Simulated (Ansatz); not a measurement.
# C₂H₉AlOSi: one species, many methods

The task here is to estimate one member of a computed series from the others.

Program: Ansatz 0.2.0, Gaussian basis. Level of theory: functionals in def2-TZVPP, the program's frozen cores in correlated methods. These are calculated values, not measurements.

Plan: PBE-D4, r2SCAN-D4, PBE0-D4, B3LYP-D4, ωB97X-V, ωB97M-V, B2PLYP; CCSD(T)/def2-TZVPP; MP2/def2-QZVPP; extrapolation to the limit.

### Structure used throughout

All runs share one geometry, relaxed beforehand with PBE0-D4 in a triple-zeta def2 set.

SMILES `[CH3][AlH][O][SiH2]C`, 14 atoms, charge 0, spin multiplicity 1.

Atoms are counted from 1 here; the program's logs count them from 0.

Bond lengths: C1–Al2 1.944 Å, C1–H6 1.093 Å, C1–H7 1.094 Å, C1–H8 1.096 Å, Al2–O3 1.686 Å, Al2–H9 1.582 Å, O3–Si4 1.626 Å, Si4–C5 1.865 Å, Si4–H10 1.490 Å, Si4–H11 1.490 Å, C5–H12 1.093 Å, C5–H13 1.093 Å, C5–H14 1.094 Å. Angles: Al2–C1–H6 112.2°, Al2–C1–H7 111.9°, Al2–C1–H8 110.3°, H6–C1–H7 108.4°, H6–C1–H8 107.1°, H7–C1–H8 106.7°, C1–Al2–O3 119.6°, C1–Al2–H9 123.8°, O3–Al2–H9 116.6°, Al2–O3–Si4 165.5°, O3–Si4–C5 111.6°, O3–Si4–H10 109.1°, O3–Si4–H11 109.1°, C5–Si4–H10 109.4°, C5–Si4–H11 109.4°, H10–Si4–H11 108.2°, Si4–C5–H12 111.1°, Si4–C5–H13 111.1° and more.

Set-up of the first run:

File in.yaml:

```yaml
crystal:
  periodic: [false, false, false]
  atoms:
    - {symbol: C, position_ang: [-1.753464, 0.997471, 1.584352]}
    - {symbol: Al, position_ang: [-0.039153, 0.156594, 1.949963]}
    - {symbol: O, position_ang: [0.887578, -0.434234, 0.671404]}
    - {symbol: Si, position_ang: [1.462618, -0.874334, -0.784037]}
    - {symbol: C, position_ang: [0.377045, -0.251979, -2.166339]}
    - {symbol: H, position_ang: [-1.798317, 1.425610, 0.579593]}
    - {symbol: H, position_ang: [-1.983747, 1.785934, 2.306450]}
    - {symbol: H, position_ang: [-2.561230, 0.259998, 1.655928]}
    - {symbol: H, position_ang: [0.555780, -0.033494, 3.403981]}
    - {symbol: H, position_ang: [2.839075, -0.328002, -0.950246]}
    - {symbol: H, position_ang: [1.541308, -2.361369, -0.846998]}
    - {symbol: H, position_ang: [-0.637654, -0.648960, -2.079509]}
    - {symbol: H, position_ang: [0.318518, 0.839490, -2.160176]}
    - {symbol: H, position_ang: [0.778544, -0.561926, -3.135367]}
basis:
  gaussian: {orbitals: def2-TZVPP}
hamiltonian: {xc: pbe, dispersion: d4}
output: {forces: true, orbitals: {seedname: orbitals}}
```

On the command line:

```
> ansatz run in.yaml --threads 4 --pin off --events-out ev --progress --plain --max-ram 10444MiB
```

Steps of the session up to this table: PBE-D4 (GGA); r2SCAN-D4 (meta-GGA); PBE0-D4 (hybrid); B3LYP-D4 (hybrid); ωB97X-V (range-separated); ωB97M-V (range-separated); B2PLYP (double hybrid); CCSD(T) in def2-TZVPP; MP2 in def2-QZVPP.

One table of the session follows, with a row left open; its other results are not shown here.

```
            method  atomisation energy (eV)
            PBE-D4                   52.621
         r2SCAN-D4                   52.700
           PBE0-D4                   52.205
          B3LYP-D4                   52.548
           ωB97X-V                   52.759
           ωB97M-V                   52.733
            B2PLYP                   52.072
     HF/def2-TZVPP                   40.194
    MP2/def2-TZVPP                   51.918
   CCSD/def2-TZVPP                   50.956
CCSD(T)/def2-TZVPP                        ?
           MP2/CBS                   53.166
       CCSD(T)/CBS                   52.731
```

Estimate the missing values for CCSD(T)/def2-TZVPP.

**Answer.** atomisation energy (eV): 51.483. In the column «atomisation energy (eV)» it lies between CCSD/def2-TZVPP (50.956) and MP2/def2-TZVPP (51.918).

To keep in mind: Free atoms (2 C, 1 Al, 1 O, 1 Si, 9 H) were run apart at each level; the atomisation energy is their sum less the molecule, without zero-point or spin-orbit terms.
